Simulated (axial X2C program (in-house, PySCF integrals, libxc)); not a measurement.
# HTaH⁻: bond lengths and stretches, held linear

Aim: the two bond lengths and stretching wavenumbers of linear HTaH⁻, with and without spin–orbit coupling, at PBE0, HF, LDA, MP2.

Program: an in-house X2C program for linear molecules on PySCF integrals. Level of theory: all-electron X2C, two-component (2c) or spin-free, H dyall-v3z, Ta dyall-v3z. These are calculated values, not measurements.

All values are calculated.

2 further runs of the same task are left out: 2 set aside as unsound or not needed.

## (1) The job

task.json reads:

```json
{"zs": [1, 73, 1], "q": -1, "bas": ["dyall-v3z", "dyall-v3z", "dyall-v3z"], "r0": [1.78, 1.78], "symm": 1, "scan": ["PBE0", "HF", "LDA"], "levels": ["PBE0", "HF", "r2SCAN"], "nst": 2}
```

Keys: zs atomic numbers; q charge; bas basis sets; r0 starting distance in Å; symm equal bonds; scan levels of the two-bond scan (MP2 follows by itself at each HF point); levels methods; nst determinants followed.

On the command line:

```bash
python solin.py task.json out
```

Masses H 1.008, Ta 180.948, H 1.008 u.

## (2) Scan at PBE0, 2c

State: Ω = 1 (beyond evenly filled blocks: ω = -3/2, ω = 5/2). Energies above the lowest point, from the job's result record:

```tsv
r(H–Ta) (Å)	r(Ta–H) (Å)	E (meV)
1.8330	1.8330	80.95
1.8330	1.8800	48.17
1.8330	1.9270	34.78
1.8800	1.8330	48.17
1.8800	1.8800	18.38
1.8800	1.9270	7.83
1.8800	1.9740	13.34
1.9270	1.8330	34.78
1.9270	1.8800	7.83
1.9270	1.9270	0.00
1.9740	1.8800	13.34
1.9740	1.9740	18.60
```

A quadratic surface with cubic terms in each bond gives the minimum at 1.926 and 1.926 Å, force constants 1.17, 1.17 and coupling 0.20 mdyn/Å.

## (3) Scan at HF, 2c

State: Ω = 1 (beyond evenly filled blocks: ω = -3/2, ω = 5/2). Energies above the lowest point, from the job's result record:

```tsv
r(H–Ta) (Å)	r(Ta–H) (Å)	E (meV)
1.8330	1.8330	179.01
1.8330	1.8800	125.00
1.8330	1.9270	92.12
1.8800	1.8330	125.00
1.8800	1.8800	74.11
1.8800	1.9270	44.16
1.8800	1.9740	31.83
1.9270	1.8330	92.12
1.9270	1.8800	44.16
1.9270	1.9270	16.97
1.9740	1.8800	31.83
1.9740	1.9740	0.00
```

A quadratic surface with cubic terms in each bond gives the minimum at 1.972 and 1.972 Å, force constants 1.05, 1.05 and coupling 0.20 mdyn/Å.

## (4) Scan at LDA, 2c

State: Ω = 1 (beyond evenly filled blocks: ω = -3/2, ω = 5/2). Energies above the lowest point, from the job's result record:

```tsv
r(H–Ta) (Å)	r(Ta–H) (Å)	E (meV)
1.8330	1.8330	47.33
1.8330	1.8800	23.72
1.8330	1.9270	18.50
1.8800	1.8330	23.72
1.8800	1.8800	2.81
1.8800	1.9270	0.17
1.8800	1.9740	12.69
1.9270	1.8330	18.50
1.9270	1.8800	0.17
1.9270	1.9270	0.00
1.9740	1.8800	12.69
1.9740	1.9740	32.03
```

A quadratic surface with cubic terms in each bond gives the minimum at 1.907 and 1.907 Å, force constants 1.19, 1.19 and coupling 0.18 mdyn/Å.

## (5) The levels side by side

| level | r(H–Ta) (Å) | r(Ta–H) (Å) | lower stretch (cm⁻¹) | upper stretch (cm⁻¹) |
| --- | --- | --- | --- | --- |
| PBE0, 2c | 1.926 | 1.926 | 1287.1 | 1516.1 |
| HF, 2c | 1.972 | 1.972 | 1204.2 | 1452.3 |
| LDA, 2c | 1.907 | 1.907 | 1314.2 | 1520.0 |
| MP2, 2c | 1.913 | 1.913 | 1350.5 | 1577.2 |
| PBE0, spin-free | 1.929 | 1.929 | 1279.5 | 1518.9 |
| HF, spin-free | 1.974 | 1.974 | 1199.9 | 1455.4 |
| LDA, spin-free | 1.914 | 1.914 | 1297.8 | 1525.2 |
| MP2, spin-free | 1.917 | 1.917 | 1341.5 | 1579.3 |

Scans not shown above were run alike.

In words: Over the levels the H–Ta bond spans 1.907 to 1.974 Å and the Ta–H bond 1.907 to 1.974 Å. At PBE0 going from spin-free to two-component moves the bonds by -0.004 and -0.004 Å. Each state is one determinant, the lowest of a limited PBE0 search; the stretches come from a fit to few points and are good to some per cent at best. MP2 freezes inner shells (threshold -2 hartree). For an anion the highest level of a functional can be positive, and the basis then holds the extra electron. The molecule was held linear; bending was not examined, so a bent shape may lie lower. Open-shell Ω = 0 determinants with evenly filled partner blocks cannot be reached by this program, so the Ω shown need not be the lowest component. Note: functional without a current term on a determinant with orbital currents, of the molecule or an atom. Note: several unpaired electrons, one determinant need not be a pure state.
